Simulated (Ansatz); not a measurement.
**C₂H₄Zn: up Jacob's ladder to CCSD(T)**

The task here is to estimate one member of a computed series from the others.

Method: functionals in def2-TZVPP, the program's frozen cores in correlated methods; program: Ansatz 0.2.0, Gaussian basis.

Levels to be run: LDA (SPW92), PBE-D4, revPBE-D4, BLYP-D4, r2SCAN-D4, B97M-V, PBE0-D4, B3LYP-D4, r2SCANh-D4, r2SCAN0-D4, HSE06-D4, BHLYP-D4, CAM-B3LYP-D4, LC-ωPBE, ωB97X-V, ωB97M-V, B2PLYP, PBE-QIDH; CCSD(T)/def2-SVP; CCSD(T)/def2-TZVPP; MP2/def2-QZVPP; extrapolation to the limit; RPA on PBE.

## The relaxed structure

All runs share one geometry, relaxed beforehand with PBE0-D4 in a triple-zeta def2 set.

SMILES `C=[CH][ZnH]`, 7 atoms, charge 0, spin multiplicity 1.

Atoms are counted from 1 here; the program's logs count them from 0.

Bond lengths: C1–C2 1.334 Å, C1–H4 1.088 Å, C1–H5 1.089 Å, C2–Zn3 1.929 Å, C2–H6 1.091 Å, Zn3–H7 1.540 Å. Angles: C2–C1–H4 122.7°, C2–C1–H5 122.4°, H4–C1–H5 114.9°, C1–C2–Zn3 124.0°, C1–C2–H6 115.9°, Zn3–C2–H6 120.1°, C2–Zn3–H7 179.4°.

Set-up of the first run:

in.yaml reads:

```yaml
crystal:
  periodic: [false, false, false]
  atoms:
    - {symbol: C, position_ang: [-0.962669, 0.490225, -0.505881]}
    - {symbol: C, position_ang: [0.082244, 0.432295, 0.320897]}
    - {symbol: Zn, position_ang: [1.297674, -1.062790, 0.420459]}
    - {symbol: H, position_ang: [-1.211704, -0.313130, -1.195483]}
    - {symbol: H, position_ang: [-1.632271, 1.348607, -0.540285]}
    - {symbol: H, position_ang: [0.228106, 1.300035, 0.965548]}
    - {symbol: H, position_ang: [2.259921, -2.263142, 0.489147]}
basis:
  gaussian: {orbitals: def2-TZVPP}
hamiltonian: {xc: lda}
output: {orbitals: {seedname: orbitals}}
```

Started as:

```bash
$ ansatz run in.yaml --threads 2 --pin off --events-out ev --progress --plain --max-ram 4352MiB
```

Among the steps run: LDA; PBE-D4 (GGA); revPBE-D4 (GGA); BLYP-D4 (GGA); r2SCAN-D4 (meta-GGA); B97M-V (meta-GGA); PBE0-D4 (hybrid); B3LYP-D4 (hybrid); r2SCANh-D4 (hybrid); r2SCAN0-D4 (hybrid); HSE06-D4 (hybrid); BHLYP-D4 (hybrid); CAM-B3LYP-D4 (range-separated); LC-ωPBE (range-separated); ωB97X-V (range-separated); ωB97M-V (range-separated); B2PLYP (double hybrid); PBE-QIDH (double hybrid).

One table of the session follows, with a row left open; its other results are not shown here.

It belongs to the step «Orbital energies across the functionals». 

```
  functional  HOMO (eV)  gap (eV)
 LDA (SPW92)      -6.53      4.60
      PBE-D4      -6.43      4.74
   revPBE-D4      -6.39      4.79
     BLYP-D4      -6.34      4.73
   r2SCAN-D4          ?         ?
      B97M-V      -6.73      5.19
     PBE0-D4      -7.61      6.78
    B3LYP-D4      -7.44      6.35
  r2SCANh-D4      -7.11      5.98
  r2SCAN0-D4      -7.78      7.10
    HSE06-D4      -7.21      6.01
    BHLYP-D4      -8.63      8.56
CAM-B3LYP-D4      -8.99      9.03
     LC-ωPBE     -10.34     11.46
     ωB97X-V      -9.97     11.00
     ωB97M-V      -9.81     10.57
```

Q: Estimate the row for r2SCAN-D4 from the others.

Worked estimate for «HOMO (eV)». Against the share of exact exchange, r2SCANh-D4 (0.1, -7.11), r2SCAN0-D4 (0.25, -7.78) give a slope of -4.47 per unit share; at 0 the line stands at -6.66.

The run gave: HOMO (eV): -6.68; gap (eV): 5.23. In «HOMO (eV)» the line misses by +0.02.
